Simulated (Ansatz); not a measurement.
Runs of Ansatz 0.2.0 on GeBi3. The structure is cubic, space group Fm-3m (No. 225). Conventional cell: a = 7.734 Å, b = 7.734 Å, c = 7.734 Å, α = 90.00°, β = 90.00°, γ = 90.00°. Bi (site symmetry m-3m) has 8 Bi at 3.35 Å as nearest neighbours. Bi (site symmetry -43m) has 4 Bi at 3.35 Å and 4 Ge at 3.35 Å as nearest neighbours. Around Ge (site symmetry m-3m) lie 8 Bi at 3.35 Å. The cell comes from a database or a generator and needn't be the stable form of this composition.

| task | level | k mesh | cutoff (eV) | smearing | mesh quality | gap on the mesh (eV) | pressure (GPa) |
| --- | --- | --- | --- | --- | --- | --- | --- |
| single point | PBE | 3 × 3 × 3 | 156 | fermi-dirac 0.02 eV | coarse | none | -0.3 |
| single point | RPBE | 6 × 6 × 6 | 156 | gaussian 0.1 eV | not flagged | none | 2.5 |
| elastic constants | RPBE | 5 × 5 × 5 | 170 | methfessel-paxton 0.1 eV | coarse | none | 1.4 |
| band structure | PBEsol | 6 × 6 × 6 | 157 | methfessel-paxton 0.1 eV | not flagged | - | (a) |

Alike in all rows: potentials or basis all-electron LAPW, scalar-relativistic; no spin polarisation; cell as given; basis error allowed 0.002 eV/atom.

Question: Estimate the missing entries.

Answer: (a) -1.8.

Caveats: some runs use coarse meshes; spin-orbit coupling is left out, which moves the levels of the heavy elements; the k mesh is thin for a metal, which can move the energy by tens of meV per atom (some runs); a metal's response needs a denser mesh (some runs); the elastic tensor has a negative eigenvalue, so either the cell is unstable as it stands or the mesh is too thin (some runs).

A k mesh can miss the band edges, and the runs leave out spin-orbit coupling on Bi, Ge.

A gap of «none» marks a metal or a gap under the smearing width.
